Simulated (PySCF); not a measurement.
# C₅H₇N₃: runs on many settings

Aim: see how C₅H₇N₃ (`C=Cc1cnnn1C`) answers to the choice of functional, basis, grid and SCF options.

Programs: PySCF 2.14.0, with density-fitted response routines of our own. Each step states its level of theory. These are calculated values for one molecule, in the gas phase or a continuum, unless marked as measured. Atoms are numbered from 0 throughout.

## (1) The molecule as given

15 atoms, charge 0, multiplicity 1; geometry from: GFN2-xTB.

Bonds of the start (Å): C0–C1 1.33, C1–C2 1.44, C2–C3 1.39, C3–N4 1.34, N4–N5 1.28, N5–N6 1.33, N6–C7 1.43, N6–C2 1.36, C0–H8 1.08, C0–H9 1.08, C1–H10 1.08, C3–H11 1.07, C7–H12 1.09, C7–H13 1.09, C7–H14 1.09.

## (2) NMR shieldings: PBE0/pcSseg-1

What the job is given:

```
{"job": {"kind": "nmr", "xc": "PBE0", "basis": "pcSseg-1"}, "charge": 0, "multiplicity": 1}
C     -2.261577    -1.077329    -0.127522
C     -0.942955    -0.924967    -0.073469
C     -0.283007     0.351930    -0.000504
C     -0.748320     1.661308     0.029793
N      0.305353     2.485392     0.101836
N      1.382844     1.791775     0.118840
N      1.069520     0.504906     0.058575
C      2.088913    -0.500298     0.061366
H     -2.712099    -2.052736    -0.181524
H     -2.930206    -0.234263    -0.119393
H     -0.295630    -1.792313    -0.082767
H     -1.749739     2.036458     0.004595
H      3.047114     0.012252     0.120474
H      1.976209    -1.161563     0.922607
H      2.049167    -1.092562    -0.854820
```

Level: GIAO PBE0/pcSseg-1 NMR shielding, non-relativistic, gas phase.

Launch:

```
> OMP_NUM_THREADS=1 python probes_run.py task.json out
```

One launch serves the whole session: the jobs run in the order shown.

The program printed:

```text
coarse grid: 12960 points
cycle   1  E = -358.3816856336  dE =  1.539e+00  |g| = 4.793e-01  |ddm| = 3.745e+00
cycle   2  E = -358.2984139754  dE =  8.327e-02  |g| = 7.985e-01  |ddm| = 1.118e+00
cycle   3  E = -358.4327062525  dE = -1.343e-01  |g| = 1.265e-01  |ddm| = 7.130e-01
cycle   4  E = -358.4358424538  dE = -3.136e-03  |g| = 4.661e-02  |ddm| = 1.331e-01
cycle   5  E = -358.4363068132  dE = -4.644e-04  |g| = 1.331e-02  |ddm| = 4.663e-02
cycle   6  E = -358.4363414003  dE = -3.459e-05  |g| = 4.072e-03  |ddm| = 1.349e-02
cycle   7  E = -358.4363446612  dE = -3.261e-06  |g| = 1.274e-03  |ddm| = 3.644e-03
final grid: 126624 points
cycle   8  E = -358.4800632295  dE = -4.184e-05  |g| = 6.998e-03  |ddm| = 4.299e-02
cycle   9  E = -358.4800629726  dE =  2.569e-07  |g| = 7.194e-03  |ddm| = 1.310e-02
cycle  10  E = -358.4800752748  dE = -1.230e-05  |g| = 1.791e-03  |ddm| = 7.085e-03
cycle  11  E = -358.4800759953  dE = -7.205e-07  |g| = 2.790e-04  |ddm| = 1.588e-03
cycle  12  E = -358.4800760074  dE = -1.206e-08  |g| = 1.540e-04  |ddm| = 3.049e-04
cycle  13  E = -358.4800760122  dE = -4.838e-09  |g| = 2.812e-05  |ddm| = 1.372e-04
cycle  14  E = -358.4800760123  dE = -1.291e-10  |g| = 1.466e-05  |ddm| = 3.676e-05
converged SCF energy = -358.4800760123

GIAO shielding tensors (ppm)
atom      isotropic    diamagn.    paramagn.     s11        s22        s33       span
  0 C       64.004     253.958    -189.954    -45.815     70.208    167.619    213.434
  1 C       58.942     254.922    -195.981    -59.047     70.167    165.705    224.753
  2 C       44.808     253.778    -208.970    -17.628     19.351    132.701    150.329
  3 C       51.848     253.283    -201.435    -23.913     54.057    125.401    149.314
  4 N     -116.553     328.037    -444.590   -365.367   -178.093    193.800    559.167
  5 N     -135.618     314.050    -449.669   -368.063   -128.439     89.647    457.711
  6 N       13.538     333.163    -319.625   -145.191     68.612    117.193    262.385
  7 C      152.317     246.273     -93.956    133.404    138.813    184.732     51.328
  8 H       25.966      28.639      -2.673     23.540     24.729     29.627      6.087
  9 H       25.452      31.825      -6.373     23.290     23.330     29.736      6.445
 10 H       24.920      32.677      -7.757     21.757     23.075     29.927      8.169
 11 H       23.621      32.560      -8.939     20.870     23.222     26.772      5.902
 12 H       26.952      28.432      -1.480     22.384     26.450     32.023      9.640
 13 H       27.964      29.741      -1.777     23.678     26.462     33.752     10.074
 14 H       27.964      29.729      -1.765     23.686     26.445     33.761     10.075
```

Wall time 61 s (1 thread, shared host).

The references, computed at this level on geometries of the same kind, shield at (ppm): ¹H TMS 31.72, ¹³C TMS 186.9, ¹⁵N NH3 267.7. Their shielding less the atom's gives the shift. The references are single molecules in the gas phase, so shifts against H2O, NH3, PH3, H3PO4 or CFCl3 are not on the usual liquid scales and can be off by tens of ppm. Atoms listed in one row are averaged.

```tsv
atoms	environment	σ (ppm)	δ (ppm)	δ scaled to CDCl3
C2	substituted aromatic carbon next to a ring nitrogen	44.8	142.1	136.8
C3	aromatic CH next to a ring nitrogen	51.8	135.1	129.9
C1	alkene CH	58.9	128.0	123.0
C0	terminal =CH2 carbon	64.0	122.9	118.1
C7	methyl carbon bonded to N	152.3	34.6	31.9
H11	hydrogen on an aromatic CH next to a ring nitrogen	23.62	8.10	7.74
H10	hydrogen on an alkene CH	24.92	6.80	6.51
H9	hydrogen on a terminal =CH2 carbon	25.45	6.26	6.01
H8	hydrogen on a terminal =CH2 carbon	25.97	5.75	5.53
H12, H13, H14	hydrogen on a methyl carbon bonded to N	27.63	4.09	3.96
N5	pyridine-type nitrogen of an azole	-135.6	403.3	–
N4	pyridine-type nitrogen of an azole	-116.6	384.3	–
N6	pyrrole-type ring nitrogen	13.5	254.2	–
```

The scaled column applies a straight-line fit of computed shieldings to shifts measured in CDCl3 (root-mean-square error 0.16 ppm for H, 1.9 ppm for C).

Charges from the same density, by scheme (e):

```tsv
atoms	Mulliken	IAO	Hirshfeld	ESP fit
C0	-0.09	-0.30	-0.09	-0.37
C1	-0.17	-0.16	-0.05	-0.26
C2	0.26	0.02	0.02	-0.04
C3	0.01	-0.12	-0.04	0.11
N4	-0.25	-0.19	-0.15	-0.32
N5	-0.02	-0.12	-0.08	-0.30
N6	-0.55	0.04	0.04	0.48
C7	-0.04	-0.32	-0.05	-0.39
```

Mayer bond orders: C0–C1 1.94, C1–C2 1.12, C2–C3 1.38, C3–N4 1.40, N4–N5 1.46, N5–N6 1.20, N6–C7 0.91, N6–C2 1.00.

Ring of atoms C2, C3, N4, N5, N6: NICS(0) -11.7, NICS(1) -12.4, NICS(1)zz -30.7 ppm (means of both faces).

## (3) Excited states and response: PBE0/def2-SVPD

The job, as its differences from that of step 2:

```diff
@@ -1,2 +1,2 @@
-{"job": {"kind": "nmr", "xc": "PBE0", "basis": "pcSseg-1"}, "charge": 0, "multiplicity": 1}
+{"job": {"kind": "uv", "xc": "PBE0", "basis": "def2-SVPD", "nstates": 6, "ntriplets": 2}, "charge": 0, "multiplicity": 1}
 C     -2.261577    -1.077329    -0.127522
```

With the program's defaults for keys left out, this is: TDDFT PBE0/def2-SVPD, vertical, gas phase, core orbitals frozen in the response.

The program printed:

```text
coarse grid: 12960 points
cycle   1  E = -358.1855262648  dE =  1.464e+00  |g| = 4.641e-01  |ddm| = 8.161e+00
cycle   2  E = -358.0983326876  dE =  8.719e-02  |g| = 7.933e-01  |ddm| = 2.731e+00
cycle   3  E = -358.2356824217  dE = -1.373e-01  |g| = 1.186e-01  |ddm| = 1.824e+00
cycle   4  E = -358.2385119464  dE = -2.830e-03  |g| = 4.551e-02  |ddm| = 3.863e-01
cycle   5  E = -358.2389639074  dE = -4.520e-04  |g| = 1.345e-02  |ddm| = 1.372e-01
cycle   6  E = -358.2390004269  dE = -3.652e-05  |g| = 4.009e-03  |ddm| = 3.553e-02
cycle   7  E = -358.2390037198  dE = -3.293e-06  |g| = 1.305e-03  |ddm| = 1.126e-02
final grid: 126624 points
cycle   8  E = -358.2816923284  dE = -4.393e-05  |g| = 6.612e-03  |ddm| = 1.951e-01
cycle   9  E = -358.2816915933  dE =  7.351e-07  |g| = 6.967e-03  |ddm| = 4.054e-02
cycle  10  E = -358.2817035493  dE = -1.196e-05  |g| = 1.764e-03  |ddm| = 1.793e-02
cycle  11  E = -358.2817042686  dE = -7.193e-07  |g| = 2.775e-04  |ddm| = 3.585e-03
cycle  12  E = -358.2817042805  dE = -1.190e-08  |g| = 1.596e-04  |ddm| = 8.663e-04
cycle  13  E = -358.2817042859  dE = -5.421e-09  |g| = 2.728e-05  |ddm| = 4.121e-04
cycle  14  E = -358.2817042861  dE = -1.323e-10  |g| = 1.435e-05  |ddm| = 1.109e-04
converged SCF energy = -358.2817042861

Static polarisability (au): isotropic 81.777, principal 49.992 85.078 110.260

Singlet excitations
state   eV       nm        f      main configurations
  1   4.9239    251.8   0.00056   H-1->L 0.98
  2   5.1069    242.8   0.34348   H->L 0.96
  3   5.9838    207.2   0.05371   H-2->L 0.81, H->L+2 0.15
  4   6.3263    196.0   0.01122   H-1->L+2 0.94
  5   6.3931    193.9   0.00218   H->L+1 0.94
  6   6.6597    186.2   0.15250   H->L+2 0.75, H-2->L 0.15

Triplet excitations (Tamm-Dancoff, eV): 3.1656 4.5380
```

It took 82 s on 1 thread, shared host.

The orbitals next to the gap, with their largest atomic shares:

```tsv
orbital	eV	atoms
HOMO−3	-9.43	N5 47 %, N4 26 %, C3 6 %
HOMO−2	-8.29	N6 30 %, N4 24 %, C3 15 %
HOMO−1	-7.54	N4 49 %, N5 27 %, C3 10 %
HOMO	-6.90	C0 20 %, N5 18 %, C3 17 %
LUMO	-1.33	C0 27 %, C1 21 %, C2 10 %
LUMO+1	0.52	C7 27 %, C1 12 %, H13 12 %
LUMO+2	0.58	N4 30 %, N5 26 %, N6 11 %
```

With each of the 6 states as a Gaussian band of 0.4 eV half-width at 1/e, the curve within the window shown has maxima at 243 nm (ε 14,000), 187 nm (ε 6,600) L/(mol cm). Beyond the last state computed it falls off for lack of states. The curve at chosen wavelengths:

```tsv
nm	ε (L/mol/cm)
178	3573
182	5562
187	6618
191	6037
195	4902
200	3731
204	3180
208	2819
213	2597
217	2864
221	3843
226	6221
230	8754
234	11266
238	13139
243	13937
247	13245
251	11630
256	8944
260	6745
264	4803
269	2921
273	1863
277	1140
282	586
286	332
```

Ground-state properties from the same run:

```tsv
property	computed
dipole moment (D)	4.64
polarisability (Å³)	12.12
HOMO–LUMO gap (eV)	5.57
−ε(HOMO) (eV)	6.90
```

## (4) Excited states and response: PBE0/IGLO-II

The job, as its differences from that of step 3:

```diff
@@ -1,2 +1,2 @@
-{"job": {"kind": "uv", "xc": "PBE0", "basis": "def2-SVPD", "nstates": 6, "ntriplets": 2}, "charge": 0, "multiplicity": 1}
+{"job": {"kind": "uv", "xc": "PBE0", "basis": "IGLO-II", "nstates": 6, "ntriplets": 0, "tda": false, "scf": {"conv": 1e-07}}, "charge": 0, "multiplicity": 1}
 C     -2.261577    -1.077329    -0.127522
```

Method: TDDFT PBE0/IGLO-II, vertical, gas phase, core orbitals frozen in the response.

The program printed:

```text
final grid: 126624 points
cycle   1  E = -358.5508397909  dE =  1.537e+00  |g| = 4.985e-01  |ddm| = 3.276e+00
cycle   2  E = -358.4652692216  dE =  8.557e-02  |g| = 8.129e-01  |ddm| = 1.004e+00
cycle   3  E = -358.6022162468  dE = -1.369e-01  |g| = 1.366e-01  |ddm| = 6.596e-01
cycle   4  E = -358.6057247434  dE = -3.508e-03  |g| = 5.251e-02  |ddm| = 1.249e-01
cycle   5  E = -358.6063001509  dE = -5.754e-04  |g| = 1.446e-02  |ddm| = 4.554e-02
cycle   6  E = -358.6063395968  dE = -3.945e-05  |g| = 4.494e-03  |ddm| = 1.257e-02
cycle   7  E = -358.6063434458  dE = -3.849e-06  |g| = 1.420e-03  |ddm| = 3.582e-03
cycle   8  E = -358.6063438596  dE = -4.138e-07  |g| = 4.581e-04  |ddm| = 1.325e-03
cycle   9  E = -358.6063439037  dE = -4.407e-08  |g| = 1.727e-04  |ddm| = 4.510e-04
converged SCF energy = -358.6063439037

Static polarisability (au): isotropic 75.433, principal 41.054 79.822 105.421

Singlet excitations
state   eV       nm        f      main configurations
  1   4.9805    248.9   0.00064   H-1->L 0.98
  2   5.1420    241.1   0.35556   H->L 0.96
  3   6.0145    206.1   0.07410   H-2->L 0.85, H->L+1 0.11
  4   6.5138    190.3   0.01494   H-1->L+1 0.94
  5   6.7001    185.0   0.00088   H-3->L 0.92
  6   6.7880    182.7   0.12630   H->L+1 0.76, H-2->L 0.11, H-4->L 0.08
```

It took 76 s on 1 thread, shared host.

Key values: HOMO -6.83 eV, LUMO -1.25 eV; lowest singlet 4.98 eV.

## (5) Ultraviolet spectrum: OPBE/def2-SVPD in benzene

The job, as its differences from that of step 4:

```diff
@@ -1,2 +1,2 @@
-{"job": {"kind": "uv", "xc": "PBE0", "basis": "IGLO-II", "nstates": 6, "ntriplets": 0, "tda": false, "scf": {"conv": 1e-07}}, "charge": 0, "multiplicity": 1}
+{"job": {"kind": "uv", "xc": "OPBE", "basis": "def2-SVPD", "solvent": "benzene", "nstates": 12, "ntriplets": 5, "tda": false, "scf": {"conv": 1e-11, "damp": 0.2}}, "charge": 0, "multiplicity": 1}
 C     -2.261577    -1.077329    -0.127522
```

Method: TDDFT OPBE/def2-SVPD, vertical, IEF-PCM benzene (non-equilibrium linear response), core orbitals frozen in the response.

The program printed:

```text
damping 0.20 in the first 6 cycles
final grid: 126624 points
cycle   1  E = -358.4977700078  dE =  1.169e+00  |g| = 5.106e-01  |ddm| = 8.914e+00
cycle   2  E = -358.4329902873  dE =  6.478e-02  |g| = 7.434e-01  |ddm| = 3.373e+00
cycle   3  E = -358.1193154201  dE =  3.137e-01  |g| = 1.343e+00  |ddm| = 5.010e+00
cycle   4  E = -356.8268322929  dE =  1.292e+00  |g| = 2.749e+00  |ddm| = 1.089e+01
cycle   5  E = -351.2661646374  dE =  5.561e+00  |g| = 4.965e+00  |ddm| = 2.907e+01
cycle   6  E = -294.2497417723  dE =  5.702e+01  |g| = 1.335e+01  |ddm| = 1.204e+02
cycle   7  E = -257.4065560647  dE =  3.684e+01  |g| = 1.369e+01  |ddm| = 2.018e+02
cycle   8  E = -341.2564624305  dE = -8.385e+01  |g| = 5.024e+00  |ddm| = 1.944e+02
cycle   9  E = -311.1969076560  dE =  3.006e+01  |g| = 1.029e+01  |ddm| = 1.186e+02
cycle  10  E = -342.4839850189  dE = -3.129e+01  |g| = 5.280e+00  |ddm| = 1.039e+02
cycle  11  E = -355.6084067613  dE = -1.312e+01  |g| = 2.830e+00  |ddm| = 2.058e+01
cycle  12  E = -356.4259237086  dE = -8.175e-01  |g| = 2.669e+00  |ddm| = 7.606e+00
cycle  13  E = -358.5117487831  dE = -2.086e+00  |g| = 4.716e-01  |ddm| = 5.240e+00
cycle  14  E = -358.4559509355  dE =  5.580e-02  |g| = 6.424e-01  |ddm| = 1.900e+00
cycle  15  E = -358.5619160941  dE = -1.060e-01  |g| = 1.140e-01  |ddm| = 1.411e+00
cycle  16  E = -358.5633392440  dE = -1.423e-03  |g| = 9.146e-02  |ddm| = 5.213e-01
cycle  17  E = -358.5656173732  dE = -2.278e-03  |g| = 2.532e-02  |ddm| = 2.346e-01
cycle  18  E = -358.5657494312  dE = -1.321e-04  |g| = 1.017e-02  |ddm| = 7.311e-02
cycle  19  E = -358.5657740404  dE = -2.461e-05  |g| = 4.851e-03  |ddm| = 3.831e-02
cycle  20  E = -358.5657783045  dE = -4.264e-06  |g| = 2.061e-03  |ddm| = 1.532e-02
cycle  21  E = -358.5657792257  dE = -9.213e-07  |g| = 6.538e-04  |ddm| = 6.721e-03
cycle  22  E = -358.5657793305  dE = -1.048e-07  |g| = 1.932e-04  |ddm| = 2.115e-03
cycle  23  E = -358.5657793377  dE = -7.116e-09  |g| = 8.725e-05  |ddm| = 6.324e-04
cycle  24  E = -358.5657793397  dE = -2.048e-09  |g| = 1.019e-05  |ddm| = 1.824e-04
cycle  25  E = -358.5657793397  dE = -1.398e-11  |g| = 8.430e-06  |ddm| = 4.310e-05
cycle  26  E = -358.5657793397  dE = -1.171e-11  |g| = 4.309e-06  |ddm| = 1.851e-05
cycle  27  E = -358.5657793397  dE = -3.638e-12  |g| = 1.491e-06  |ddm| = 8.992e-06
converged SCF energy = -358.5657793397

Static polarisability (au): isotropic 95.243, principal 55.218 99.491 131.021

Singlet excitations
state   eV       nm        f      main configurations
  1   4.1310    300.1   0.00013   H-1->L 0.99
  2   4.8067    257.9   0.38050   H->L 0.93
  3   5.4329    228.2   0.09863   H-2->L 0.81, H->L+1 0.10
  4   5.8097    213.4   0.00022   H-3->L 0.92
  5   5.9683    207.7   0.11652   H->L+1 0.72, H-2->L 0.11, H-4->L 0.09
  6   6.0129    206.2   0.00332   H->L+2 0.99
  7   6.1844    200.5   0.01200   H-1->L+1 0.90
  8   6.2417    198.6   0.00895   H-1->L+2 0.99
  9   6.5006    190.7   0.00235   H->L+3 1.00
 10   6.7086    184.8   0.00427   H-1->L+3 0.99
 11   6.9376    178.7   0.01577   H-4->L 0.62, H->L+5 0.20, H->L+1 0.09
 12   6.9444    178.5   0.00650   H->L+4 0.98

Triplet excitations (Tamm-Dancoff, eV): 3.2316 3.9608 4.6931 4.9550 5.1814
```

Run time: 2.3 min. Hardware: 1 thread, shared host.

Key values: HOMO -5.88 eV, LUMO -2.04 eV; lowest singlet 4.13 eV.

## (6) Side by side: electronic excitations

Excitations and ground-state properties, with basis size and wall time:

```tsv
run	lowest singlet (eV)	brightest (eV)	f	gap (eV)	α (Å³)	μ (D)	functions	time
PBE0/def2-SVPD	4.92	5.11	0.343	5.57	12.12	4.64	216	82 s
PBE0/IGLO-II	4.98	5.14	0.356	5.57	11.18	4.65	218	76 s
OPBE/def2-SVPD in benzene	4.13	4.81	0.381	3.84	14.11	5.20	216	2.3 min
```

## (7) Outcome

| quantity | value |
| --- | --- |
| ¹³C shifts against TMS (PBE0/pcSseg-1) | 142.1, 135.1, 128.0, 122.9, 34.6 ppm |
| ¹H shifts against TMS (PBE0/pcSseg-1, means over atoms taken as alike) | 8.10, 6.80, 6.26, 5.75, 4.09 ppm |
| ¹⁵N shifts against NH3 (PBE0/pcSseg-1) | 403.3, 384.3, 254.2 ppm |
| lowest singlet (PBE0/def2-SVPD) | 4.92 eV (252 nm), f = 0.001 |
| brightest single state of those computed | state 2, 5.11 eV, f = 0.343 |
| lowest triplet | 3.17 eV |
| range of the lowest singlet | 4.13 to 4.98 eV |

What this shows: Single values in the summary come from the first run of each kind that ended normally (PBE0/pcSseg-1; PBE0/def2-SVPD), which need not be the best level. At PBE0/pcSseg-1: The widest tensor belongs to N4: span 559 ppm, with a paramagnetic part of -445 ppm. NICS(1)zz of -31 ppm above the planar ring from C2 marks a diatropic (aromatic) ring current. The first singlet state (HOMO−1→LUMO 0.98) lies at 4.92 eV and is dark; of the 6 states computed, the strongest absorption comes from state 2 at 5.11 eV (the last state computed is bright too, and its partners may lie past the list). The lowest triplet lies 1.76 eV below the lowest singlet (triplets in Tamm-Dancoff, singlets in full TDDFT). The lowest singlet runs from 4.13 eV (OPBE/def2-SVPD in benzene) to 4.98 eV (PBE0/IGLO-II), while the orbital gap spans 3.84 to 5.57 eV. The lowest state need not be the same one in every run. The runs solved for a few states only, so the brightest column depends on that window.
